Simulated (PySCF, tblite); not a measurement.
# C5H6Cl2Si: a rotation path, then NMR shifts on frames, part 1 of 2

How do NMR shifts of C5H6Cl2Si (`ClC(Cl)C1=CC=C[SiH2]1`) change as the atoms move?

Programs: tblite 0.8.0 and PySCF 2.14.0, with density-fitted response routines of our own. Each step states its level of theory. These are calculated values for one molecule in the gas phase, unless marked as measured. Atoms are numbered from 0 throughout.

### 1 Starting geometry

14 atoms, charge 0, multiplicity 1; geometry from: GFN2-xTB.

Bonds of the start (Å): Cl0–C1 1.79, C1–Cl2 1.79, C1–C3 1.47, C3–C4 1.34, C4–C5 1.45, C5–C6 1.34, C6–Si7 1.89, Si7–C3 1.90, C1–H8 1.09, C4–H9 1.08, C5–H10 1.08, C6–H11 1.08, Si7–H12 1.46, Si7–H13 1.46.

### 2 A band between two rotamers with GFN2-xTB

Job settings and geometry (Å):

```
{"job": {"kind": "neb", "xc": "GFN2-xTB", "basis": "xTB", "atoms": [0, 1, 3, 7], "turn": 120}, "charge": 0, "multiplicity": 1}
Cl     2.643502     0.648402    -1.494856
C      2.028481    -0.223053    -0.059641
Cl     2.720810     0.544484     1.399297
C      0.560781    -0.156826    -0.019572
C     -0.231937    -1.238394    -0.044865
C     -1.661284    -0.978933    -0.001130
C     -2.030499     0.306549     0.058387
Si    -0.502327     1.415063     0.069471
H      2.428999    -1.239051    -0.106689
H      0.133828    -2.254752    -0.094459
H     -2.349478    -1.811818    -0.019078
H     -3.064151     0.605012     0.093818
H     -0.365541     2.242945    -1.125265
H     -0.311860     2.139901     1.322418
```

Method: GFN2-xTB climbing-image nudged elastic band, gas phase.

The run is started by

```
> OMP_NUM_THREADS=1 python probes_run.py task.json out
```

The driver reads the jobs from task.json and runs them one after another.

Standard output:

```text
image   E - E0 / eV
  0      -0.0000
  1       0.0040
  2       0.0159
  3       0.0308
  4       0.0433
  5       0.0518
  6       0.0559
  7       0.0550
  8       0.0469
```

Run time: 13 s. Hardware: 1 thread, shared host.

The final band, with the dihedral Cl0–C1–C3–Si7:

| image | dihedral (°) | energy (eV) | energy (kcal/mol) |
| --- | --- | --- | --- |
| 0 | -60 | 0.000 | 0.0 |
| 1 | -47 | 0.004 | 0.1 |
| 2 | -33 | 0.016 | 0.4 |
| 3 | -18 | 0.031 | 0.7 |
| 4 | -3 | 0.043 | 1.0 |
| 5 | 11 | 0.052 | 1.2 |
| 6 | 26 | 0.056 | 1.3 |
| 7 | 41 | 0.055 | 1.3 |
| 8 | 58 | 0.047 | 1.1 |

### 3 Nuclear shieldings: image 0, PBE0/pcSseg-1

Job settings and geometry (Å):

```
{"job": {"kind": "nmr", "xc": "PBE0", "basis": "pcSseg-1", "pop": false}, "charge": 0, "multiplicity": 1}
Cl     2.643500     0.648400    -1.494900
C      2.028500    -0.223100    -0.059600
Cl     2.720800     0.544500     1.399300
C      0.560800    -0.156800    -0.019600
C     -0.231900    -1.238400    -0.044900
C     -1.661300    -0.978900    -0.001100
C     -2.030500     0.306500     0.058400
Si    -0.502300     1.415100     0.069500
H      2.429000    -1.239100    -0.106700
H      0.133800    -2.254800    -0.094500
H     -2.349500    -1.811800    -0.019100
H     -3.064200     0.605000     0.093800
H     -0.365500     2.242900    -1.125300
H     -0.311900     2.139900     1.322400
```

Method: GIAO PBE0/pcSseg-1 NMR shielding, non-relativistic, gas phase.

Standard output:

```text
coarse grid: 14024 points
cycle   1  E = -1403.1538897389  dE =  1.123e+00  |g| = 4.797e-01  |ddm| = 3.678e+00
cycle   2  E = -1403.1024361523  dE =  5.145e-02  |g| = 6.808e-01  |ddm| = 1.123e+00
cycle   3  E = -1403.2114339760  dE = -1.090e-01  |g| = 1.044e-01  |ddm| = 7.210e-01
cycle   4  E = -1403.2136878572  dE = -2.254e-03  |g| = 5.306e-02  |ddm| = 1.560e-01
cycle   5  E = -1403.2143823351  dE = -6.945e-04  |g| = 1.274e-02  |ddm| = 5.590e-02
cycle   6  E = -1403.2144185713  dE = -3.624e-05  |g| = 2.992e-03  |ddm| = 1.396e-02
cycle   7  E = -1403.2144206621  dE = -2.091e-06  |g| = 1.572e-03  |ddm| = 5.378e-03
final grid: 123696 points
cycle   8  E = -1403.2601650704  dE = -3.189e-05  |g| = 7.953e-03  |ddm| = 3.245e-02
cycle   9  E = -1403.2601524929  dE =  1.258e-05  |g| = 1.008e-02  |ddm| = 1.840e-02
cycle  10  E = -1403.2601804545  dE = -2.796e-05  |g| = 1.709e-03  |ddm| = 1.196e-02
cycle  11  E = -1403.2601810770  dE = -6.225e-07  |g| = 5.775e-04  |ddm| = 2.145e-03
cycle  12  E = -1403.2601811634  dE = -8.644e-08  |g| = 9.138e-05  |ddm| = 5.711e-04
cycle  13  E = -1403.2601811653  dE = -1.852e-09  |g| = 3.560e-05  |ddm| = 1.200e-04
cycle  14  E = -1403.2601811655  dE = -2.842e-10  |g| = 9.584e-06  |ddm| = 3.570e-05
converged SCF energy = -1403.2601811655

GIAO shielding tensors (ppm)
atom      isotropic    diamagn.    paramagn.     s11        s22        s33       span
  0 Cl     599.494    1145.399    -545.905    309.745    516.169    972.567    662.822
  1 C       99.884     239.803    -139.919     71.778    112.413    115.461     43.684
  2 Cl     600.542    1145.398    -544.856    312.482    516.045    973.098    660.616
  3 C       30.994     260.746    -229.752    -62.161     21.748    133.395    195.556
  4 C       40.546     251.955    -211.409    -55.560     44.999    132.200    187.760
  5 C       32.286     253.202    -220.917    -83.969     40.774    140.052    224.020
  6 C       46.569     260.265    -213.696    -67.937     37.954    169.690    237.627
  7 Si     398.069     880.279    -482.210    341.306    401.629    451.271    109.965
  8 H       25.196      28.045      -2.849     21.425     24.335     29.827      8.402
  9 H       24.940      31.893      -6.953     21.782     23.877     29.162      7.380
 10 H       24.601      29.934      -5.334     23.087     23.361     27.354      4.268
 11 H       25.172      29.590      -4.418     24.140     25.002     26.374      2.234
 12 H       26.746      27.828      -1.082     22.598     26.314     31.327      8.729
 13 H       26.751      27.833      -1.082     22.605     26.308     31.341      8.736
```

Run time: 94 s. Hardware: 1 thread, shared host.

The references, computed at this level on geometries of the same kind, shield at (ppm): 1H TMS 31.72, 13C TMS 186.9, 29Si TMS 349.2, 35Cl HCl 950. Their shielding less the atom's gives the shift. The references are single molecules in the gas phase. Each atom is listed at this fixed geometry, with no averaging over motion; a spectrum would average atoms that exchange fast.

| atoms | environment | σ (ppm) | δ (ppm) |
| --- | --- | --- | --- |
| C3 | fully substituted alkene carbon | 31.0 | 155.9 |
| C5 | alkene CH | 32.3 | 154.6 |
| C4 | alkene CH | 40.5 | 146.4 |
| C6 | alkene CH | 46.6 | 140.4 |
| C1 | allylic sp3 CH bonded to 2 Cl | 99.9 | 87.0 |
| H10 | hydrogen on an alkene CH | 24.60 | 7.12 |
| H9 | hydrogen on an alkene CH | 24.94 | 6.78 |
| H11 | hydrogen on an alkene CH | 25.17 | 6.55 |
| H8 | hydrogen on an allylic sp3 CH bonded to 2 Cl | 25.20 | 6.52 |
| H12 | hydrogen on a silicon bonded to 2 C, in a 5-membered ring | 26.75 | 4.97 |
| H13 | hydrogen on a silicon bonded to 2 C, in a 5-membered ring | 26.75 | 4.97 |
| Cl0 | chlorine bonded to C | 599 | 350 |
| Cl2 | chlorine bonded to C | 601 | 349 |
| Si7 | silicon bonded to 2 C, 2 H, in a 5-membered ring | 398.1 | -48.9 |

Ring of atoms C3, C4, C5, C6, Si7: NICS(0) 1.4, NICS(1) -1.5, NICS(1)zz 2.8 ppm (means of both faces).

The fields below are evaluated on a grid from the run's orbitals.

Frontier orbitals at PBE0/pcSseg-1, with the share of their density that lies nearest to each atom:

| orbital | energy (eV) | lies on |
| --- | --- | --- |
| HOMO | -7.03 | C3, C6 about 26 % each; C4, C5 about 14 % each |
| LUMO | -2.02 | C3, C4, C6 about 19 % each; C5 12 % |

ELF in a plane through or near 10 of the atoms.

Ten even steps from ' ' (0.00) to '@' (1.00):
```
                                                        
                                                        
                                                        
                            ....                        
                        ..::----::..                    
                        ::--::....::..                  
                        ..  ++++  --==..::====..        
                      ..++..%%##::%%%%**@@@@@@%%::      
              ..::....--%%%%....%%@@++++@@@@@@@@==      
            ..==++==####--**##..==++....%%@@@@**::      
            ..==::==@@%%++::++..::**%%##==----          
            ==%%%%****++**%%==**%%::--++--              
            ##@@@@@@::..====%%==@@==::@@@@**            
          ..@@@@@@%%    **@@%%**====%%@@@@@@++          
            ++@@@@::  ..@@@@@@##..  ##@@@@@@==          
                      --@@@@@@##    ..**##--            
                        ##@@@@--                        
                                                        
                                                        
                                                        
```
The map spans 11.3 Å across and 9.7 Å up, centred on the molecule. Atoms in the plane (x, y in Å): C1 (-2.0, -0.3), C3 (-0.6, -0.2), C4 (0.3, -1.2), C5 (1.7, -0.9), C6 (2.0, 0.4), Si7 (0.5, 1.4), H8 (-2.4, -1.3), H9 (-0.1, -2.3), H10 (2.4, -1.7), H11 (3.0, 0.7).

On the surface of density 0.002 e/bohr³ the electrostatic potential runs, from the 1st to the 99th percentile, from -0.71 V near Cl0 to 1.30 V near H8.

### 4 Nuclear shieldings: image 3, PBE0/pcSseg-1

Job settings and geometry (Å):

```
{"job": {"kind": "nmr", "xc": "PBE0", "basis": "pcSseg-1", "pop": false}, "charge": 0, "multiplicity": 1}
Cl     2.689800     1.310100    -0.788700
C      2.028400    -0.195800    -0.128100
Cl     2.692800    -0.426200     1.532000
C      0.556900    -0.143000    -0.079100
C     -0.220000    -1.222500     0.094400
C     -1.649100    -0.969400     0.155900
C     -2.032700     0.309000     0.046500
Si    -0.520100     1.417200    -0.167100
H      2.425500    -1.021400    -0.724100
H      0.158600    -2.230800     0.193600
H     -2.327700    -1.800200     0.288300
H     -3.068900     0.599800     0.076200
H     -0.454100     2.056300    -1.478300
H     -0.279900     2.316200     0.956300
```

Level: GIAO PBE0/pcSseg-1 NMR shielding, non-relativistic, gas phase.

Standard output:

```text
coarse grid: 14024 points
cycle   1  E = -1403.1501430078  dE =  1.132e+00  |g| = 4.839e-01  |ddm| = 3.723e+00
cycle   2  E = -1403.0955531962  dE =  5.459e-02  |g| = 6.916e-01  |ddm| = 1.164e+00
cycle   3  E = -1403.2084576844  dE = -1.129e-01  |g| = 1.104e-01  |ddm| = 7.675e-01
cycle   4  E = -1403.2110375378  dE = -2.580e-03  |g| = 5.399e-02  |ddm| = 1.678e-01
cycle   5  E = -1403.2117565973  dE = -7.191e-04  |g| = 1.269e-02  |ddm| = 5.985e-02
cycle   6  E = -1403.2117924877  dE = -3.589e-05  |g| = 3.169e-03  |ddm| = 1.419e-02
cycle   7  E = -1403.2117949060  dE = -2.418e-06  |g| = 1.571e-03  |ddm| = 5.765e-03
final grid: 123696 points
cycle   8  E = -1403.2573534584  dE = -3.095e-05  |g| = 7.749e-03  |ddm| = 3.189e-02
cycle   9  E = -1403.2573410624  dE =  1.240e-05  |g| = 9.895e-03  |ddm| = 1.872e-02
cycle  10  E = -1403.2573679020  dE = -2.684e-05  |g| = 1.722e-03  |ddm| = 1.236e-02
cycle  11  E = -1403.2573685393  dE = -6.372e-07  |g| = 5.749e-04  |ddm| = 2.171e-03
cycle  12  E = -1403.2573686252  dE = -8.589e-08  |g| = 8.685e-05  |ddm| = 5.824e-04
cycle  13  E = -1403.2573686268  dE = -1.638e-09  |g| = 3.670e-05  |ddm| = 1.205e-04
cycle  14  E = -1403.2573686271  dE = -3.010e-10  |g| = 1.040e-05  |ddm| = 3.727e-05
converged SCF energy = -1403.2573686271

GIAO shielding tensors (ppm)
atom      isotropic    diamagn.    paramagn.     s11        s22        s33       span
  0 Cl     633.894    1145.455    -511.561    349.585    553.356    998.740    649.155
  1 C      101.325     239.224    -137.899     66.567    111.840    125.568     59.001
  2 Cl     569.742    1145.351    -575.608    154.150    556.872    998.205    844.054
  3 C       28.934     260.947    -232.013    -59.070     23.887    121.985    181.054
  4 C       34.666     251.482    -216.816    -72.517     36.590    139.925    212.441
  5 C       31.207     253.329    -222.123    -85.327     40.295    138.653    223.980
  6 C       47.297     260.323    -213.026    -62.087     33.087    170.890    232.977
  7 Si     395.467     880.314    -484.847    336.027    399.582    450.792    114.765
  8 H       24.884      27.471      -2.587     21.190     24.315     29.147      7.957
  9 H       24.726      31.651      -6.925     21.027     23.585     29.565      8.538
 10 H       24.433      29.915      -5.482     22.754     23.238     27.308      4.555
 11 H       25.289      29.625      -4.336     24.386     25.100     26.380      1.994
 12 H       26.945      28.000      -1.055     22.716     26.283     31.835      9.119
 13 H       26.747      27.822      -1.075     23.033     25.967     31.240      8.206
```

Run time: 70 s. Hardware: 1 thread, shared host.

This run: δ C3 158.0, C5 155.7, C4 152.3, C6 139.6, H10 7.28, H9 6.99 ppm.

(Continued in part 2 of 2.)
